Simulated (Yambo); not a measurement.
# BiTe (R-3m) in Yambo: notebook

One crystal, BiTe, is run at these levels: PBE; tasks: Hartree-Fock levels, G0W0 quasiparticle levels.

Everything below comes from runs of Yambo 5.3.0. Logs are shortened: lines on timing, memory, paths and dates and some standing lists are left out, and cuts for length are marked.

### 1 Starting point

The structure is trigonal, space group R-3m (No. 166). The conventional cell has a = 4.845 Å, b = 4.845 Å, c = 9.952 Å, α = 90.00°, β = 90.00°, γ = 120.00°. Bi (site symmetry -3m) is surrounded by 6 Te at 3.25 Å. Around Te (site symmetry -3m) lie 6 Bi at 3.25 Å.

The cell comes from a database or a generator and needn't be the stable form of this composition.

### 2 Hartree-Fock levels, PBE

File hf1.in:

```
rim_cut
HF_and_locXC
RandQpts= 1000000
RandGvec= 50 RL
EXXRLvcs= 90 Ry
VXCRLvcs= 90 Ry
% QPkrange
 1 | 13 | 23 | 28 |
%
```

File scf.in:

```
&CONTROL
  calculation = 'scf'
  prefix = 'pwscf'
  outdir = './tmp'
  pseudo_dir = './pseudo'
/
&SYSTEM
  ibrav = 0
  nat = 2
  ntyp = 2
  ecutwfc = 90
  nbnd = 33
  occupations = 'smearing'
  smearing = 'fd'
  degauss = 0.00367493
  force_symmorphic = .true.
/
&ELECTRONS
  conv_thr = 4d-10
  electron_maxstep = 120
  mixing_beta = 0.5
/
ATOMIC_SPECIES
Bi   208.9804 Bi.upf
Te   127.6000 Te.upf
CELL_PARAMETERS angstrom
   2.4227077728    1.3987509848    3.3172919545
  -2.4227077728    1.3987509848    3.3172919545
   0.0000000000   -2.7975019696    3.3172919545
ATOMIC_POSITIONS crystal
Bi     0.5000000000    0.5000000000    0.5000000000
Te     0.0000000000    0.0000000000    0.0000000000
K_POINTS automatic
8 8 8 0 0 0
```

File nscf.in:

```
&CONTROL
  calculation = 'nscf'
  prefix = 'pwscf'
  outdir = './tmp'
  pseudo_dir = './pseudo'
/
&SYSTEM
  ibrav = 0
  nat = 2
  ntyp = 2
  ecutwfc = 90
  nbnd = 174
  occupations = 'smearing'
  smearing = 'fd'
  degauss = 0.00367493
  force_symmorphic = .true.
/
&ELECTRONS
  conv_thr = 1d-08
  diago_full_acc = .true.
  diago_thr_init = 1d-06
/
ATOMIC_SPECIES
Bi   208.9804 Bi.upf
Te   127.6000 Te.upf
CELL_PARAMETERS angstrom
   2.4227077728    1.3987509848    3.3172919545
  -2.4227077728    1.3987509848    3.3172919545
   0.0000000000   -2.7975019696    3.3172919545
ATOMIC_POSITIONS crystal
Bi     0.5000000000    0.5000000000    0.5000000000
Te     0.0000000000    0.0000000000    0.0000000000
K_POINTS automatic
4 4 4 0 0 0
```

Potentials or basis: PseudoDojo 0.4 SR PBE stringent.

Command:

```
$ OMP_NUM_THREADS=1 pw.x -in scf.in > scf.out
$ OMP_NUM_THREADS=1 pw.x -in nscf.in > nscf.out
$ cd tmp/pwscf.save; p2y; mv SAVE ../..; cd ../..
$ OMP_NUM_THREADS=1 yambo
$ mkdir -p hf1; ln -s $PWD/g0w00/ndb.RIM hf1/
$ OMP_NUM_THREADS=1 yambo -F hf1.in -J hf1 -C hf1_out
```

Yambo's report:

```text
[... sections 02.01 to 02.04 as in the set-up run ...]

  [02.05] Energies & Occupations
  ==============================

  [X] === General ===
  [X] Electronic Temperature                        :  0.258606E-1   300.100    [eV K]
  [X] Bosonic    Temperature                        :  0.258606E-1   300.100    [eV K]
  [X] Finite Temperature mode                       : yes
  [X] El. density                                   :  0.69682E+24 [cm-3]
  [X] Fermi Level                                   :  11.67022 [eV]

  [X] === Gaps and Widths ===
  [X] Conduction Band Min                           :  11.67022 [eV]
  [X] Valence Band Max                              :  11.67022 [eV]
  [X] Filled Bands                                  :  23
  [X] Metallic Bands                                :  24  26
  [X] Empty Bands                                   :   27  174

  [X] === Metallic Characters ===
  [X] N of el / N of met el                         :  47.00000   1.46155
  [X] Average metallic occ.                         :  0.121796

  [WARNING] [X] Metallic system

 [03] Transferred momenta grid and indexing
 ==========================================

 IBZ Q-points                                      :  13
 BZ  Q-points                                      :   64

 K/Q-points units:
 rlu = crystal or reduced units; cc = cartesian coordinates; iku = interal k-units

 Q [ 1]         [rlu]:  0.000000  0.000000  0.000000
 Q [ 2]         [rlu]:  0.16349E-16  0.16349E-16  0.25000
 Q [ 3]         [rlu]: -0.32698E-16 -0.32698E-16 -0.50000
 Q [ 4]         [rlu]:  0.88209E-16  0.25000      0.25000
 Q [ 5]         [rlu]: -0.47779E-16  0.25000      0.50000
 Q [ 6]         [rlu]:  0.66804E-16  0.25000     -0.25000
 Q [ 7]         [rlu]: -0.65523E-16 -0.50000     -0.50000
 Q [ 8]         [rlu]:  0.250000  0.250000  0.250000
 Q [ 9]         [rlu]:  0.250000  0.250000  0.500000
 Q [10]         [rlu]:  0.250000  0.250000 -0.250000
 Q [11]         [rlu]:  0.250000  0.500000  0.500000
 Q [12]         [rlu]:  0.250000 -0.500000 -0.250000
 Q [13]         [rlu]: -0.500000 -0.500000 -0.500000

 [04] Coloumb potential Random Integration (RIM)
 ===============================================

 Summary of Coulomb integrals for non-metallic bands |Q|[au] RIM/Bare

 Q [1] 0.100000E-4 0.994278 * Q [2] 0.214978 1.055930
 Q [8] 0.250575 1.091391 * Q [4] 0.259123 1.067631
 Q [6] 0.343099 1.024221 * Q [9] 0.388409 1.031250
 Q [10] 0.404886 1.018565 * Q [5] 0.424859 1.020996
 Q [3] 0.429956 1.016414 * Q [11] 0.462222 1.023818
 Q [13] 0.501150 1.022015 * Q [7] 0.518246 1.015033
 Q [12] 0.550072 1.010413

 [05] Local Exchange-Correlation + Non-Local Fock
 ================================================

 [VXC] Plane waves :   6607
 [EXS] Plane waves :   6607

 QP @ state[ 1 ] K range:   1  13
 QP @ state[ 1 ] b range:  23  28

 [WF-HF/Rho loader] Normalization (few states)  min/max  :  0.81306E-17   1.0000

 [xc] Functional : Perdew, Burke & Ernzerhof(X)+Perdew, Burke & Ernzerhof(C)
 [xc] LIBXC used to calculate xc functional
  PP Number of Atomic Species                      :  2
  NLCC RL compoments                               :   52429
  PP Number of Atomic Species                      :  2
  NLCC RL compoments                               :   52429
 [WR./hf1//ndb.HF_and_locXC]-----------------------------------------------------
  Brillouin Zone Q/K grids (IBZ/BZ)                :   13   64   13   64
  RL vectors                                       :   7851 [WF]
  Fragmentation                                    : no
  Electronic Temperature                           :  300.1000 [K]
  Bosonic    Temperature                           :  300.1000 [K]
  Green`s function   wavefunctions                 : Perdew, Burke & Ernzerhof(X)+Perdew, Burke & Ernzerhof(C)
  Total number of QP states                        :   78
  Exchange RL vectors                              :   6607
  Exchange summation bands                         :  26
  RIM RL components                                :   51
  RIM random points                                :  1000000

 [xc] E_xc :  -37.41610 [Ha]
      E_xc :  -74.83220 [Ry]

  Local XC kind (lXC) : Perdew, Burke & Ernzerhof(X)+Perdew, Burke & Ernzerhof(C)
  Non-Local XC kind (nlXC) : Hartree-Fock

  Corrections @ K [1] :  [eV]
 <23|nlXC|23> = -14.32847 -0.34467E-17 <23|lXC|23> = -12.50945  0.000000
 <24|nlXC|24> = -8.721672 -0.32800E-17 <24|lXC|24> = -12.33704 -0.18882E-15
 <25|nlXC|25> = -8.225815 -0.12686E-17 <25|lXC|25> = -12.40622  0.18882E-15
 <26|nlXC|26> = -8.225777 -0.27079E-17 <26|lXC|26> = -12.40622  0.37763E-15
 <27|nlXC|27> = -4.951400 -0.52346E-18 <27|lXC|27> = -8.913666 -0.47204E-16
 <28|nlXC|28> = -4.951396 -0.10873E-17 <28|lXC|28> = -8.913666 -0.47204E-16

  Corrections @ K [2] :  [eV]
 <23|nlXC|23> = -14.17740 -0.12349E-17 <23|lXC|23> = -12.47351  0.18882E-15
 <24|nlXC|24> = -9.017251 -0.78639E-19 <24|lXC|24> = -11.60791  0.94408E-16
 <25|nlXC|25> = -8.987216 -0.34846E-18 <25|lXC|25> = -11.86025  0.47204E-16
 <26|nlXC|26> = -8.821841 -0.27345E-17 <26|lXC|26> = -12.06886  0.37763E-15
 <27|nlXC|27> = -4.787703  0.16414E-17 <27|lXC|27> = -9.048437  0.28323E-15
 <28|nlXC|28> = -4.656665 -0.34673E-17 <28|lXC|28> = -8.938041 -0.32453E-16

  Corrections @ K [3] :  [eV]
 <23|nlXC|23> = -14.09295 -0.11996E-16 <23|lXC|23> = -13.12988  0.94408E-16
 <24|nlXC|24> = -10.98312  0.77434E-17 <24|lXC|24> = -11.07983  0.25372E-15
 <25|nlXC|25> = -11.26775  0.20970E-17 <25|lXC|25> = -11.33080 -0.14161E-15
 <26|nlXC|26> = -9.163227  0.20832E-17 <26|lXC|26> = -11.86471 -0.47204E-16
 <27|nlXC|27> = -4.558705 -0.11394E-17 <27|lXC|27> = -9.278739 -0.53105E-16
 <28|nlXC|28> = -4.280233  0.79275E-18 <28|lXC|28> = -9.023691  0.29503E-16

  Corrections @ K [4] :  [eV]
 <23|nlXC|23> = -13.17705  0.74520E-17 <23|lXC|23> = -11.58387 -0.94408E-16
 <24|nlXC|24> = -10.20684  0.21048E-17 <24|lXC|24> = -12.66183  0.000000
 <25|nlXC|25> = -8.653783  0.63108E-20 <25|lXC|25> = -12.53150 -0.94408E-16
 <26|nlXC|26> = -8.352061  0.55740E-17 <26|lXC|26> = -12.61902  0.94408E-16
 <27|nlXC|27> = -4.785881  0.33224E-17 <27|lXC|27> = -8.523615  0.94408E-16
 <28|nlXC|28> = -4.732582  0.97918E-18 <28|lXC|28> = -9.493105  0.000000

  Corrections @ K [5] :  [eV]
 <23|nlXC|23> = -14.04882  0.21864E-17 <23|lXC|23> = -11.89088  0.47204E-16
 <24|nlXC|24> = -9.113602 -0.23391E-17 <24|lXC|24> = -12.11903  0.18882E-15
 <25|nlXC|25> = -9.157085  0.93191E-18 <25|lXC|25> = -12.78793 -0.11801E-16
 <26|nlXC|26> = -9.397606  0.10521E-16 <26|lXC|26> = -13.00774  0.000000
 <27|nlXC|27> = -4.747915  0.46060E-17 <27|lXC|27> = -8.603954  0.47204E-16
 <28|nlXC|28> = -4.251856  0.24443E-17 <28|lXC|28> = -9.232245 -0.17702E-16

  Corrections @ K [6] :  [eV]
 <23|nlXC|23> = -13.32948  0.36796E-17 <23|lXC|23> = -12.40246  0.000000
 <24|nlXC|24> = -10.40946 -0.50539E-17 <24|lXC|24> = -11.80676  0.94408E-16
 <25|nlXC|25> = -9.760727 -0.12748E-17 <25|lXC|25> = -12.21168  0.11801E-16
 <26|nlXC|26> = -8.709564  0.30741E-17 <26|lXC|26> = -12.95219 -0.23602E-16
 <27|nlXC|27> = -4.541713  0.12367E-17 <27|lXC|27> = -9.123598 -0.10031E-15
 <28|nlXC|28> = -4.863468 -0.68705E-18 <28|lXC|28> = -9.539440 -0.94408E-16

  Corrections @ K [7] :  [eV]
 <23|nlXC|23> = -14.26581 -0.87603E-17 <23|lXC|23> = -11.61072 -0.94408E-16
 <24|nlXC|24> = -4.738950  0.48585E-17 <24|lXC|24> = -8.220273  0.94408E-16
 <25|nlXC|25> = -8.862532  0.54902E-19 <25|lXC|25> = -13.02782 -0.18882E-15
 <26|nlXC|26> = -8.579832  0.14665E-17 <26|lXC|26> = -13.09745  0.14161E-15
 <27|nlXC|27> = -9.091989 -0.17190E-17 <27|lXC|27> = -13.98407 -0.14161E-15
 <28|nlXC|28> = -6.164208  0.23157E-17 <28|lXC|28> = -11.22692  0.94408E-16

  Corrections @ K [8] :  [eV]
 <23|nlXC|23> = -13.98786  0.27447E-17 <23|lXC|23> = -12.31860 -0.47204E-16
 <24|nlXC|24> = -10.91379 -0.53102E-17 <24|lXC|24> = -11.21281 -0.94408E-16
 <25|nlXC|25> = -8.998189 -0.29773E-18 <25|lXC|25> = -11.62865 -0.94408E-16
 <26|nlXC|26> = -8.998152 -0.88850E-17 <26|lXC|26> = -11.62865 -0.23602E-16
 <27|nlXC|27> = -4.153272 -0.32912E-17 <27|lXC|27> = -8.345258  0.94408E-16
 <28|nlXC|28> = -4.780337  0.20869E-18 <28|lXC|28> = -9.216765 -0.28323E-15

  Corrections @ K [9] :  [eV]
 <23|nlXC|23> = -13.43411 -0.41567E-17 <23|lXC|23> = -11.90631  0.000000
 <24|nlXC|24> = -11.96813 -0.68964E-17 <24|lXC|24> = -11.89179  0.000000
 <25|nlXC|25> = -11.94326 -0.38058E-19 <25|lXC|25> = -11.86006  0.47204E-16
 <26|nlXC|26> = -8.456716 -0.23565E-17 <26|lXC|26> = -12.59412 -0.94408E-16
 <27|nlXC|27> = -4.620836 -0.80014E-18 <27|lXC|27> = -8.917719  0.82607E-16
 <28|nlXC|28> = -4.398786  0.10007E-17 <28|lXC|28> = -8.955994  0.11801E-16

  Corrections @ K [10] :  [eV]
 <23|nlXC|23> = -13.59745 -0.47007E-17 <23|lXC|23> = -11.36273  0.15931E-15
 <24|nlXC|24> = -9.496606 -0.10153E-16 <24|lXC|24> = -12.55967 -0.18882E-15
 <25|nlXC|25> = -9.467637  0.35544E-17 <25|lXC|25> = -12.68658  0.000000
 <26|nlXC|26> = -9.442374 -0.44916E-17 <26|lXC|26> = -13.56140 -0.10621E-15
 <27|nlXC|27> = -4.956925 -0.21879E-17 <27|lXC|27> = -9.313314  0.29503E-17
 <28|nlXC|28> = -4.389927 -0.70691E-18 <28|lXC|28> = -9.138242 -0.47204E-16

  Corrections @ K [11] :  [eV]
 <23|nlXC|23> = -13.78078  0.11284E-17 <23|lXC|23> = -11.38912 -0.47204E-16
 <24|nlXC|24> = -9.248310 -0.52148E-17 <24|lXC|24> = -11.85483 -0.23602E-16
 <25|nlXC|25> = -9.216766 -0.42854E-17 <25|lXC|25> = -12.10108  0.47204E-16
 <26|nlXC|26> = -9.356607  0.32647E-17 <26|lXC|26> = -12.58763 -0.29503E-16
 <27|nlXC|27> = -4.842693 -0.60018E-17 <27|lXC|27> = -8.955373 -0.38353E-16
 <28|nlXC|28> = -4.792197  0.88513E-18 <28|lXC|28> = -10.05030  0.14161E-15

  Corrections @ K [12] :  [eV]
 <23|nlXC|23> = -13.93955  0.28260E-18 <23|lXC|23> = -12.64758 -0.23602E-16
 <24|nlXC|24> = -11.31189 -0.12755E-17 <24|lXC|24> = -11.48406 -0.23602E-16
 <25|nlXC|25> = -8.597214  0.40489E-17 <25|lXC|25> = -12.96936  0.94408E-16
 <26|nlXC|26> = -8.652479  0.35549E-17 <26|lXC|26> = -13.19687  0.18882E-15
 <27|nlXC|27> = -4.912414 -0.15033E-17 <27|lXC|27> = -9.339312 -0.29503E-16
 <28|nlXC|28> = -4.891643 -0.18513E-17 <28|lXC|28> = -9.375008 -0.59005E-17

  Corrections @ K [13] :  [eV]
 <23|nlXC|23> = -13.59213 -0.39046E-17 <23|lXC|23> = -11.97923 -0.47204E-16
 <24|nlXC|24> = -11.22820 -0.10464E-17 <24|lXC|24> = -10.63625  0.94408E-16
 <25|nlXC|25> = -11.40743 -0.75993E-17 <25|lXC|25> = -11.02377  0.59005E-16
 <26|nlXC|26> = -11.40742  0.62454E-17 <26|lXC|26> = -11.02377  0.94408E-16
 <27|nlXC|27> = -4.785411  0.24829E-18 <27|lXC|27> = -9.785113 -0.11801E-15
 <28|nlXC|28> = -4.956667  0.88224E-18 <28|lXC|28> = -10.13665  0.17702E-16

  [05.01] Hartree-Fock occupations report
  =======================================

  [Hartree-Fock] === General ===
  [Hartree-Fock] Electronic Temperature             :  0.258606E-1   300.100    [eV K]
  [Hartree-Fock] Bosonic    Temperature             :  0.258606E-1   300.100    [eV K]
  [Hartree-Fock] Finite Temperature mode            : yes
  [Hartree-Fock] El. density                        :  0.69682E+24 [cm-3]
  [Hartree-Fock] Fermi Level                        :  11.67022 [eV]

  [Hartree-Fock] === Gaps and Widths ===
  [Hartree-Fock] Conduction Band Min                :  11.67022 [eV]
  [Hartree-Fock] Valence Band Max                   :  11.67022 [eV]
  [Hartree-Fock] Filled Bands                       :  23
  [Hartree-Fock] Metallic Bands                     :  24  26
  [Hartree-Fock] Empty Bands                        :   27  174

  [Hartree-Fock] === Metallic Characters ===
  [Hartree-Fock] N of el / N of met el              :  47.00000   1.46155
  [Hartree-Fock] Average metallic occ.              :  0.121796

  [WARNING] [Hartree-Fock] Metallic system
```

Run time: 6.1 min. Hardware: 1 thread of Arm Neoverse V2, shared host; peak memory 0.39 GiB.

Results:

```yaml
Band_gap_on_the_k_mesh_mean-field_level: none (metal or under the smearing width)
```

Quasiparticle terms (eV):
```tsv
k point	band	Kohn-Sham level	Vxc	Σx	Σc	Z	result
(0.000, 0.000, 0.000)	23	-1.71	-12.51	-14.33	-	-	-3.53
(0.000, 0.000, 0.000)	24	1.78	-12.34	-8.72	-	-	5.40
(0.000, 0.000, 0.000)	25	2.42	-12.41	-8.23	-	-	6.60
(0.000, 0.000, 0.000)	26	2.42	-12.41	-8.23	-	-	6.60
(0.000, 0.000, 0.000)	27	4.00	-8.91	-4.95	-	-	7.96
(0.000, 0.000, 0.000)	28	4.00	-8.91	-4.95	-	-	7.96
(0.000, 0.000, 0.250)	23	-1.76	-12.47	-14.18	-	-	-3.47
(0.000, 0.000, 0.250)	24	0.31	-11.61	-9.02	-	-	2.90
(0.000, 0.000, 0.250)	25	0.79	-11.86	-8.99	-	-	3.67
(0.000, 0.000, 0.250)	26	1.19	-12.07	-8.82	-	-	4.44
(0.000, 0.000, 0.250)	27	4.85	-9.05	-4.79	-	-	9.11
(0.000, 0.000, 0.250)	28	4.97	-8.94	-4.66	-	-	9.25
(0.000, 0.000, -0.500)	23	-1.13	-13.13	-14.09	-	-	-2.09
(0.000, 0.000, -0.500)	24	-1.05	-11.08	-10.98	-	-	-0.95
(0.000, 0.000, -0.500)	25	-0.69	-11.33	-11.27	-	-	-0.63
(0.000, 0.000, -0.500)	26	0.22	-11.86	-9.16	-	-	2.92
(0.000, 0.000, -0.500)	27	6.65	-9.28	-4.56	-	-	11.37
(0.000, 0.000, -0.500)	28	6.77	-9.02	-4.28	-	-	11.51
(0.000, 0.250, 0.250)	23	-2.76	-11.58	-13.18	-	-	-4.36
(0.000, 0.250, 0.250)	24	0.51	-12.66	-10.21	-	-	2.96
```

Caveat: the k mesh is coarse (spacing up to 0.41 Å⁻¹), so the values aren't converged; the ground state has no gap, which makes the many-body step unreliable; spin-orbit coupling is left out, which moves the levels of the heavy elements.

(Continued in part 2 of 2.)
